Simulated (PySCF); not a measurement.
**isopropyldifluoroborane (C₃H₇BF₂): geometry, spin-spin couplings**

Wanted: the spin-spin couplings of isopropyldifluoroborane (C₃H₇BF₂) (`CC(C)B(F)F`), by calculation.

The runs use PySCF 2.14.0, with density-fitted response routines of our own; the level of theory stands in each step. All values are computed, except where a source is named. Atoms count from 0, in the outputs and in this text.

### 1 The starting structure

13 atoms, charge 0, multiplicity 1; geometry from: GFN2-xTB. The atoms were then displaced at random by about 0.01 Å, so the start is not that level's minimum.

Bonds of the start (Å): C0–C1 1.54, C1–C2 1.52, C1–B3 1.58, B3–F4 1.29, B3–F5 1.35, C0–H6 1.06, C0–H7 1.09, C0–H8 1.11, C1–H9 1.09, C2–H10 1.10, C2–H11 1.09, C2–H12 1.09.

### 2 Optimising the geometry at PBE0-D3(BJ)/def2-SVP

Job settings and geometry (Å):

```
{"job": {"xc": "PBE0", "basis": "def2-SVP", "d3": "d3bj", "grid": 1, "shake": 0.01, "kind": "geom"}, "charge": 0, "multiplicity": 1}
C     -0.822480    -1.101330     0.358490
C     -0.030180    -0.020050    -0.408170
C      1.411080    -0.029260     0.064450
B     -0.678530     1.413470    -0.295920
F     -0.134320     2.467860     0.214340
F     -1.944030     1.643200    -0.719550
H     -0.396780    -2.062790     0.205770
H     -1.856000    -1.086000    -0.002260
H     -0.847660    -0.851960     1.439100
H     -0.038460    -0.310770    -1.453680
H      1.476720     0.240600     1.133490
H      1.868540    -1.016590    -0.045580
H      1.997930     0.696750    -0.500790
```

Command:

```console
OMP_NUM_THREADS=1 python probes_run.py task.json out
```

One launch serves the whole session: the jobs run in the order shown.

Standard output:

```text
step   0  E = -342.57901552  max force = 0.041882
step   1  E = -342.58231054  max force = 0.020454
step   2  E = -342.58326065  max force = 0.011594
step   3  E = -342.58428147  max force = 0.005705
step   4  E = -342.58438181  max force = 0.002822
step   5  E = -342.58445964  max force = 0.000763
step   6  E = -342.58448932  max force = 0.000473
step   7  E = -342.58450784  max force = 0.000814
step   8  E = -342.58453322  max force = 0.001102
step   9  E = -342.58455594  max force = 0.000772
step  10  E = -342.58456976  max force = 0.000218
optimisation converged
```

It took 54 s on 1 thread of Arm Neoverse V2, shared host; peak memory 0.51 GiB.

Along the way:

```tsv
step	energy from step 0 (eV)	largest force component (eV/Å)
0	0.0000	2.1537
1	-0.0897	1.0518
2	-0.1155	0.5962
3	-0.1433	0.2934
4	-0.1460	0.1451
5	-0.1481	0.0392
6	-0.1489	0.0243
7	-0.1495	0.0419
8	-0.1501	0.0567
9	-0.1508	0.0397
10	-0.1511	0.0112
```

Distances of close pairs at the start and the end, largest changes first:

```tsv
bond	before (Å)	after (Å)	change (Å)
C0–H6	1.063	1.102	+0.039
B3–F5	1.354	1.323	-0.031
B3–F4	1.292	1.322	+0.030
C1–H9	1.085	1.107	+0.022
C1–B3	1.577	1.565	-0.012
C2–H12	1.091	1.101	+0.009
C0–C1	1.544	1.536	-0.009
C2–H11	1.094	1.102	+0.008
```

The next job starts from the end point, and lists it.

```tsv
at the end point	value
point group (found at 0.08 Å tolerance)	C1
rotational constants (GHz, main isotopes)	4.592, 2.820, 1.975
dipole moment (D)	1.55
```

### 3 Spin-spin couplings: B3LYP/cc-pVTZ

Job settings and geometry (Å):

```
{"job": {"kind": "j", "xc": "B3LYP", "basis": "cc-pVTZ"}, "charge": 0, "multiplicity": 1}
C     -1.010537    -0.919381     0.335489
C      0.038767    -0.065746    -0.391541
C      1.411644    -0.145040     0.266770
B     -0.501265     1.396969    -0.528229
F      0.095777     2.438557     0.025417
F     -1.612680     1.656829    -1.197318
H     -0.693351    -1.973145     0.385894
H     -1.986889    -0.884500    -0.170436
H     -1.156947    -0.573974     1.372245
H      0.111070    -0.449611    -1.427691
H      1.382289     0.242826     1.297426
H      1.770789    -1.185320     0.314678
H      2.163418     0.443679    -0.280540
```

With the program's defaults for keys left out, this is: B3LYP/cc-pVTZ indirect spin-spin coupling, non-relativistic, gas phase.

Standard output:

```text
coarse grid: 10856 points
cycle   1  E = -343.2489703068  dE =  4.401e-01  |g| = 7.594e-01  |ddm| = 7.439e+00
cycle   2  E = -343.1534549171  dE =  9.552e-02  |g| = 1.123e+00  |ddm| = 2.347e+00
cycle   3  E = -343.3495745699  dE = -1.961e-01  |g| = 6.786e-02  |ddm| = 1.292e+00
cycle   4  E = -343.3503198975  dE = -7.453e-04  |g| = 3.588e-02  |ddm| = 1.610e-01
cycle   5  E = -343.3505921716  dE = -2.723e-04  |g| = 5.351e-03  |ddm| = 5.598e-02
cycle   6  E = -343.3505988757  dE = -6.704e-06  |g| = 1.056e-03  |ddm| = 8.242e-03
final grid: 105648 points
cycle   7  E = -343.3447099608  dE = -1.492e-04  |g| = 6.547e-03  |ddm| = 1.046e-01
cycle   8  E = -343.3447038934  dE =  6.067e-06  |g| = 8.222e-03  |ddm| = 2.515e-02
cycle   9  E = -343.3447196193  dE = -1.573e-05  |g| = 6.343e-04  |ddm| = 1.366e-02
cycle  10  E = -343.3447196542  dE = -3.490e-08  |g| = 4.674e-04  |ddm| = 1.118e-03
cycle  11  E = -343.3447196850  dE = -3.084e-08  |g| = 6.675e-05  |ddm| = 5.265e-04
cycle  12  E = -343.3447196858  dE = -7.991e-10  |g| = 1.507e-05  |ddm| = 9.552e-05
converged SCF energy = -343.3447196858

Indirect spin-spin couplings (Hz)
  i      j    bonds     total        FC       PSO       DSO        SD
  0 C    1 C    1     22.720    22.592    -0.084     0.211         -
  0 C    2 C    2     -0.523    -0.313    -0.210     0.000         -
  0 C    3 B    2     -2.272    -2.145    -0.166     0.094    -0.055
  0 C    4 F    3     -0.173     0.083     0.324    -0.185    -0.396
  0 C    5 F    3     -1.878    -1.425    -0.475    -0.001     0.023
  0 C    6 H    1    121.963   120.036     1.301     0.626         -
  0 C    7 H    1    119.969   118.039     1.283     0.647         -
  0 C    8 H    1    117.225   115.213     1.355     0.657         -
  0 C    9 H    2     -5.746    -5.777     0.121    -0.090         -
  0 C   10 H    3      2.145     2.140     0.007    -0.002         -
  0 C   11 H    3      3.153     3.151     0.001     0.001         -
  0 C   12 H    3     11.038    11.144     0.326    -0.432         -
  1 C    2 C    1     26.612    26.610    -0.208     0.211         -
  1 C    3 B    1     74.416    75.255    -1.601     0.413     0.349
  1 C    4 F    2     29.279    33.521    -5.163    -0.021     0.942
  1 C    5 F    2     29.025    34.366    -5.854    -0.009     0.522
  1 C    6 H    2     -3.788    -3.828     0.138    -0.097         -
  1 C    7 H    2     -1.570    -1.635     0.152    -0.087         -
  1 C    8 H    2     -1.020    -1.109     0.163    -0.074         -
  1 C    9 H    1    106.159   103.683     1.413     1.064         -
  1 C   10 H    2     -2.510    -2.611     0.174    -0.073         -
  1 C   11 H    2     -3.438    -3.472     0.142    -0.107         -
  1 C   12 H    2     -1.693    -1.729     0.131    -0.095         -
  2 C    3 B    2     -1.116    -1.075    -0.082     0.070    -0.029
  2 C    4 F    3      0.693     1.604    -0.966     0.065    -0.009
  2 C    5 F    3      3.443     3.187     0.428    -0.286     0.115
  2 C    6 H    3      2.806     2.806    -0.003     0.003         -
  2 C    7 H    3     10.607    10.717     0.320    -0.430         -
  2 C    8 H    3      2.149     2.156    -0.000    -0.006         -
  2 C    9 H    2     -3.202    -3.197     0.118    -0.123         -
  2 C   10 H    1    117.527   115.520     1.330     0.677         -
  2 C   11 H    1    118.836   116.829     1.374     0.633         -
  2 C   12 H    1    117.688   115.674     1.363     0.652         -
  3 B    4 F    1   -177.009  -127.365   -50.655     1.031    -0.020
  3 B    5 F    1   -164.469  -115.805   -49.612     1.024    -0.076
  3 B    6 H    3      8.839     8.821     0.360    -0.362     0.020
  3 B    7 H    3      1.509     1.546    -0.301     0.276    -0.012
  3 B    8 H    3      1.775     1.693    -0.213     0.294     0.001
  3 B    9 H    2     -7.576    -7.777    -0.323     0.344     0.180
  3 B   10 H    3      2.115     2.183    -0.229     0.177    -0.017
  3 B   11 H    3     10.019    10.030     0.343    -0.368     0.014
  3 B   12 H    3      1.839     1.880    -0.242     0.217    -0.015
  4 F    5 F    2   -230.066     4.401  -237.833    -0.922     4.287
  4 F    6 H    4      3.401     3.478     1.170    -1.288     0.040
  4 F    7 H    4     -0.507    -0.081     0.711    -1.012    -0.126
  4 F    8 H    4     -0.203    -0.352     0.123    -0.135     0.162
  4 F    9 H    3      5.304     5.532     0.759    -1.327     0.340
  4 F   10 H    4     -0.739     0.204    -1.391     0.624    -0.176
  4 F   11 H    4     -1.325    -0.789     0.759    -1.268    -0.026
  4 F   12 H    4     -0.595     0.234    -1.151     0.495    -0.174
  5 F    6 H    4     -1.790    -1.230     0.681    -1.167    -0.073
  5 F    8 H    4     -0.308    -0.461     0.479    -0.417     0.091
  5 F    9 H    3     -1.494    -0.594    -0.927    -0.017     0.043
  5 F   10 H    4     -0.893    -0.351     0.642    -1.102    -0.082
  5 F   11 H    4      4.984     5.134     1.041    -1.279     0.087
  5 F   12 H    4     -0.903    -0.324     0.481    -0.955    -0.104
  6 H    7 H    2    -11.703   -11.657     2.360    -2.406         -
  6 H    8 H    2    -11.215   -11.206     2.305    -2.314         -
  6 H    9 H    3      6.127     6.128     0.303    -0.304         -
  6 H   10 H    4     -0.300    -0.229     0.473    -0.545         -
  6 H   12 H    4     -0.440    -0.216     1.247    -1.471         -
  7 H    8 H    2    -11.228   -11.216     2.280    -2.291         -
  7 H    9 H    3      3.127     3.084     0.185    -0.142         -
  7 H   10 H    4     -0.472    -0.245     1.271    -1.498         -
  7 H   11 H    4     -0.439    -0.217     1.238    -1.459         -
  7 H   12 H    4      2.411     2.643     1.489    -1.721         -
  8 H    9 H    3     14.071    14.486     2.237    -2.652         -
  8 H   11 H    4     -0.287    -0.213     0.482    -0.556         -
  8 H   12 H    4     -0.533    -0.301     1.285    -1.518         -
  9 H   10 H    3     13.645    14.060     2.243    -2.657         -
  9 H   11 H    3      3.965     3.972     0.339    -0.346         -
  9 H   12 H    3      3.187     3.175     0.278    -0.266         -
 10 H   11 H    2    -10.971   -10.960     2.312    -2.323         -
 10 H   12 H    2    -11.883   -11.893     2.231    -2.221         -
 11 H   12 H    2    -11.423   -11.391     2.380    -2.411         -
```

Run time: 58 s. Hardware: 1 thread of Arm Neoverse V2, shared host; peak memory 0.95 GiB.

This basis has no tight s functions, so the Fermi-contact terms are rough.

Couplings of 1 Hz or more, nine at most for each number of bonds, with means over like pairs (isotopes 11B, 13C, 19F, 1H):

```tsv
pair	bonds	J (Hz)	Fermi contact (Hz)
B3–F4	1	-170.7	-121.6
C0–H6	1	118.9	116.9
C1–H9	1	106.2	103.7
C1–B3	1	74.4	75.3
C0–C1	1	24.7	24.6
F4–F5	2	-230.1	4.4
C1–F4	2	29.2	33.9
H6–H7	2	-11.4	-11.4
B3–H9	2	-7.6	-7.8
C0–H9	2	-4.5	-4.5
C1–H6	2	-2.3	-2.4
C0–B3	2	-1.7	-1.6
H6–H9	3	7.4	7.5
C0–H10	3	5.3	5.4
B3–H6	3	4.3	4.4
F4–H9	3	1.9	2.5
```

The spin-dipole term was solved for some atoms only; pairs without it lack that part.

Quadrupole couplings from the field gradients of the same density:

```tsv
atom	isotope	eQq/h (MHz)	η
B3	11B	3.745	0.67
```

### 4 Spin-spin couplings: B3LYP/6-31G*

The job, as its differences from that of step 3:

```diff
@@ -1,2 +1,2 @@
-{"job": {"kind": "j", "xc": "B3LYP", "basis": "cc-pVTZ"}, "charge": 0, "multiplicity": 1}
+{"job": {"kind": "j", "xc": "B3LYP", "basis": "6-31G*"}, "charge": 0, "multiplicity": 1}
 C     -1.010537    -0.919381     0.335489
```

Level: B3LYP/6-31G* indirect spin-spin coupling, non-relativistic, gas phase.

Standard output:

```text
coarse grid: 10856 points
cycle   1  E = -343.1167887952  dE =  4.515e-01  |g| = 7.518e-01  |ddm| = 3.120e+00
cycle   2  E = -343.0344410321  dE =  8.235e-02  |g| = 1.048e+00  |ddm| = 1.224e+00
cycle   3  E = -343.2215591394  dE = -1.871e-01  |g| = 6.761e-02  |ddm| = 6.870e-01
cycle   4  E = -343.2224811318  dE = -9.220e-04  |g| = 2.562e-02  |ddm| = 7.999e-02
cycle   5  E = -343.2226319601  dE = -1.508e-04  |g| = 3.965e-03  |ddm| = 2.479e-02
cycle   6  E = -343.2226358285  dE = -3.868e-06  |g| = 8.161e-04  |ddm| = 4.928e-03
final grid: 105648 points
cycle   7  E = -343.1978435312  dE = -3.553e-05  |g| = 5.854e-03  |ddm| = 2.038e-02
cycle   8  E = -343.1978388006  dE =  4.731e-06  |g| = 7.370e-03  |ddm| = 1.198e-02
cycle   9  E = -343.1978525265  dE = -1.373e-05  |g| = 4.692e-04  |ddm| = 6.549e-03
cycle  10  E = -343.1978525564  dE = -2.987e-08  |g| = 2.286e-04  |ddm| = 4.226e-04
cycle  11  E = -343.1978525646  dE = -8.227e-09  |g| = 3.361e-05  |ddm| = 1.600e-04
cycle  12  E = -343.1978525648  dE = -1.994e-10  |g| = 1.342e-05  |ddm| = 3.666e-05
converged SCF energy = -343.1978525648

Indirect spin-spin couplings (Hz)
  i      j    bonds     total        FC       PSO       DSO        SD
  0 C    1 C    1     43.052    42.884    -0.045     0.213         -
  0 C    2 C    2     -1.280    -1.155    -0.125    -0.000         -
  0 C    3 B    2     -3.169    -3.121    -0.094     0.094    -0.048
  0 C    4 F    3      0.934     1.232     0.207    -0.176    -0.328
  0 C    5 F    3      0.077     0.427    -0.387     0.007     0.030
  0 C    6 H    1    143.979   142.390     0.899     0.691         -
  0 C    7 H    1    143.530   141.933     0.886     0.712         -
  0 C    8 H    1    141.047   139.397     0.931     0.719         -
  0 C    9 H    2     -5.837    -5.905     0.148    -0.080         -
  0 C   10 H    3      2.093     2.076     0.015     0.001         -
  0 C   11 H    3      2.854     2.836     0.013     0.005         -
  0 C   12 H    3     10.354    10.520     0.262    -0.428         -
  1 C    2 C    1     48.127    48.088    -0.173     0.212         -
  1 C    3 B    1     89.222    89.725    -1.238     0.412     0.323
  1 C    4 F    2     31.479    35.145    -4.525    -0.004     0.863
  1 C    5 F    2     28.899    33.426    -5.058     0.009     0.522
  1 C    6 H    2     -3.648    -3.669     0.106    -0.085         -
  1 C    7 H    2     -1.621    -1.680     0.136    -0.077         -
  1 C    8 H    2     -1.064    -1.134     0.132    -0.062         -
  1 C    9 H    1    138.697   136.515     1.054     1.128         -
  1 C   10 H    2     -2.708    -2.785     0.138    -0.062         -
  1 C   11 H    2     -3.411    -3.430     0.114    -0.095         -
  1 C   12 H    2     -1.953    -1.990     0.121    -0.085         -
  2 C    3 B    2     -2.401    -2.405    -0.039     0.070    -0.027
  2 C    4 F    3     -0.341     0.501    -0.897     0.071    -0.016
  2 C    5 F    3      5.676     5.475     0.355    -0.277     0.123
  2 C    6 H    3      2.643     2.627     0.010     0.006         -
  2 C    7 H    3      9.901    10.069     0.257    -0.426         -
  2 C    8 H    3      2.052     2.044     0.011    -0.003         -
  2 C    9 H    2     -3.283    -3.301     0.132    -0.114         -
  2 C   10 H    1    141.824   140.175     0.909     0.740         -
  2 C   11 H    1    141.502   139.842     0.962     0.697         -
  2 C   12 H    1    141.704   140.039     0.949     0.717         -
  3 B    4 F    1    -56.138   -14.640   -42.077     1.168    -0.590
  3 B    5 F    1    -54.877   -14.029   -41.418     1.161    -0.591
  3 B    6 H    3      7.777     7.840     0.282    -0.356     0.011
  3 B    7 H    3      1.692     1.666    -0.247     0.280    -0.007
  3 B    8 H    3      1.426     1.285    -0.160     0.299     0.002
  3 B    9 H    2     -5.896    -6.119    -0.267     0.357     0.134
  3 B   10 H    3      2.011     2.035    -0.192     0.181    -0.013
  3 B   11 H    3      9.296     9.384     0.265    -0.363     0.010
  3 B   12 H    3      1.688     1.675    -0.196     0.221    -0.012
  4 F    5 F    2   -133.535    91.005  -228.468    -0.738     4.666
  4 F    6 H    4      3.706     4.040     0.878    -1.256     0.044
  4 F    7 H    4     -0.960    -0.215     0.346    -0.971    -0.121
  4 F    8 H    4     -0.266    -0.376     0.051    -0.102     0.162
  4 F    9 H    3      5.627     6.355     0.288    -1.262     0.246
  4 F   11 H    4     -1.159    -0.418     0.523    -1.239    -0.026
  5 F    6 H    4     -1.167    -0.456     0.487    -1.137    -0.061
  5 F    7 H    4      0.443     0.926    -1.146     0.869    -0.205
  5 F    8 H    4     -0.366    -0.374     0.299    -0.380     0.088
  5 F    9 H    3      0.045     0.943    -0.970     0.042     0.030
  5 F   10 H    4     -1.382    -0.509     0.286    -1.065    -0.094
  5 F   11 H    4      4.972     5.377     0.743    -1.248     0.100
  5 F   12 H    4     -1.181    -0.333     0.176    -0.918    -0.106
  6 H    7 H    2    -15.433   -14.390     1.239    -2.283         -
  6 H    8 H    2    -15.324   -14.331     1.201    -2.193         -
  6 H    9 H    3      5.708     5.971     0.004    -0.267         -
  6 H   10 H    4     -0.437    -0.129     0.212    -0.520         -
  6 H   11 H    4      0.308    -0.061    -0.819     1.189         -
  6 H   12 H    4     -0.782    -0.188     0.854    -1.448         -
  7 H    8 H    2    -15.427   -14.432     1.172    -2.167         -
  7 H    9 H    3      2.718     2.893    -0.073    -0.102         -
  7 H   10 H    4     -0.815    -0.208     0.867    -1.474         -
  7 H   11 H    4     -0.783    -0.192     0.844    -1.436         -
  7 H   12 H    4      2.193     2.815     1.077    -1.699         -
  8 H    9 H    3     13.926    14.972     1.560    -2.605         -
  8 H   10 H    4      0.207    -0.135    -0.811     1.153         -
  8 H   11 H    4     -0.425    -0.114     0.222    -0.532         -
  8 H   12 H    4     -0.873    -0.264     0.885    -1.494         -
  9 H   10 H    3     13.206    14.261     1.557    -2.611         -
  9 H   11 H    3      3.524     3.804     0.029    -0.308         -
  9 H   12 H    3      2.777     3.019    -0.015    -0.226         -
 10 H   11 H    2    -15.032   -14.044     1.213    -2.200         -
 10 H   12 H    2    -16.128   -15.174     1.145    -2.099         -
 11 H   12 H    2    -15.103   -14.075     1.261    -2.288         -
```

Wall time 12 s (1 thread of Arm Neoverse V2, shared host); peak memory 0.57 GiB.

The basis is not made for couplings: without tight functions at the nuclei these values are rough.

Key values: J(C0,H6) 142.3 Hz, J(C1,H9) 138.7 Hz, J(F4,F5) -133.5 Hz (means over like pairs).

### 5 Side by side: spin-spin couplings

Couplings (Hz), each a mean over the pairs like the one named, with basis size and wall time:

```tsv
run	F4–F5	B3–F4	C0–H6	C1–H9	C1–B3	C1–F4	C0–C1	functions	time
B3LYP/cc-pVTZ	-230.1	-170.7	118.9	106.2	74.4	29.2	24.7	278	58 s
B3LYP/6-31G*	-133.5	-55.5	142.3	138.7	89.2	30.2	45.6	98	12 s
```

### 6 What came out

```
                                     quantity                     value
                                  point group                        C1
         rotational constants (main isotopes)      4.59, 2.82, 1.97 GHz
largest coupling of the table (B3LYP/cc-pVTZ)  2J(F,F) F4–F5, -230.1 Hz
      range of J(F4,F5), mean over like pairs       -230.1 to -133.5 Hz
```

In words: The optimisation took 10 steps and gained 0.151 eV; among the close pairs (by a distance rule), C0–H6 changed most, from 1.063 to 1.102 Å. No frequency check was run at this level, so the end point may be a saddle. In the run at B3LYP/cc-pVTZ, the largest coupling of the table is F4–F5, -230.1 Hz, of which the Fermi-contact term gives 4.4 Hz. Couplings across rotatable bonds belong to this one conformer; where others are populated, the observed values are averages. Density functionals describe couplings to fluorine poorly, F–F couplings above all, so those rows are rough. The coupling F4–F5, as a mean over pairs of its kind, runs from -230.1 Hz (B3LYP/cc-pVTZ) to -133.5 Hz (B3LYP/6-31G*). Couplings from bases without tight functions are rough.
